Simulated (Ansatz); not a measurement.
**CH₆AlCl₂N: basis-set convergence**

One table from this session's results is given with a row withheld; the runs are named, their logs left out.

Computed with Ansatz 0.2.0, Gaussian basis. Level: one geometry, several basis sets.

Levels to be run: PBE0-D4/def2-SVP; ωB97M-V/def2-SVP; PBE0-D4/def2-QZVPP; ωB97M-V/def2-QZVPP; the functionals' def2-TZVPP values are taken from earlier runs.

### The geometry

An earlier PBE0-D4 in a triple-zeta def2 set relaxation fixed the geometry.

SMILES `[CH3][Al-]([NH3+])([Cl])[Cl]`, 11 atoms, charge 0, spin multiplicity 1.

Atoms are counted from 1 here; the program's logs count them from 0.

Bond lengths: C1–Al2 1.944 Å, C1–H6 1.094 Å, C1–H7 1.094 Å, C1–H8 1.094 Å, Al2–N3 2.023 Å, Al2–Cl4 2.137 Å, Al2–Cl5 2.137 Å, N3–H9 1.016 Å, N3–H10 1.016 Å, N3–H11 1.016 Å. Angles: Al2–C1–H6 110.4°, Al2–C1–H7 112.2°, Al2–C1–H8 112.2°, H6–C1–H7 106.8°, H6–C1–H8 106.8°, H7–C1–H8 108.1°, C1–Al2–N3 106.9°, C1–Al2–Cl4 117.8°, C1–Al2–Cl5 117.8°, N3–Al2–Cl4 97.7°, N3–Al2–Cl5 97.7°, Cl4–Al2–Cl5 114.1°, Al2–N3–H9 108.0°, Al2–N3–H10 112.3°, Al2–N3–H11 112.3°, H9–N3–H10 107.7°, H9–N3–H11 107.7°, H10–N3–H11 108.6°.

The first run:

Contents of in.yaml:

```yaml
crystal:
  periodic: [false, false, false]
  atoms:
    - {symbol: C, position_ang: [-1.573716, 0.259208, 0.571956]}
    - {symbol: Al, position_ang: [-0.005849, 0.568677, -0.535221]}
    - {symbol: N, position_ang: [1.386751, -0.787800, 0.025615]}
    - {symbol: Cl, position_ang: [-0.120786, 0.022907, -2.598021]}
    - {symbol: Cl, position_ang: [1.144830, 2.329939, -0.160915]}
    - {symbol: H, position_ang: [-2.368087, 0.966317, 0.315784]}
    - {symbol: H, position_ang: [-1.986153, -0.744951, 0.432617]}
    - {symbol: H, position_ang: [-1.360552, 0.394188, 1.636945]}
    - {symbol: H, position_ang: [2.215716, -0.639950, -0.543758]}
    - {symbol: H, position_ang: [1.657327, -0.682507, 0.998795]}
    - {symbol: H, position_ang: [1.075921, -1.743127, -0.123095]}
basis:
  gaussian: {orbitals: def2-SVP}
hamiltonian: {xc: pbe0, dispersion: d4}
output: {orbitals: {seedname: orbitals}}
```

Among the steps run: PBE0-D4 in def2-SVP; ωB97M-V in def2-SVP; PBE0-D4 in def2-QZVPP; ωB97M-V in def2-QZVPP.

One table of the session follows, with a row left open; its other results are not shown here.

It belongs to the step «Functionals by basis». 

```
functional       basis  HOMO (eV)
   PBE0-D4    def2-SVP      -7.76
   PBE0-D4  def2-TZVPP      -7.92
   PBE0-D4  def2-QZVPP      -7.96
   ωB97M-V    def2-SVP      -9.96
   ωB97M-V  def2-TZVPP          ?
   ωB97M-V  def2-QZVPP     -10.19
```

Estimate the missing values for ωB97M-V, def2-TZVPP.

As computed: HOMO (eV): -10.14. In the column «HOMO (eV)» it lies between ωB97M-V, def2-QZVPP (-10.19) and ωB97M-V, def2-SVP (-9.96).
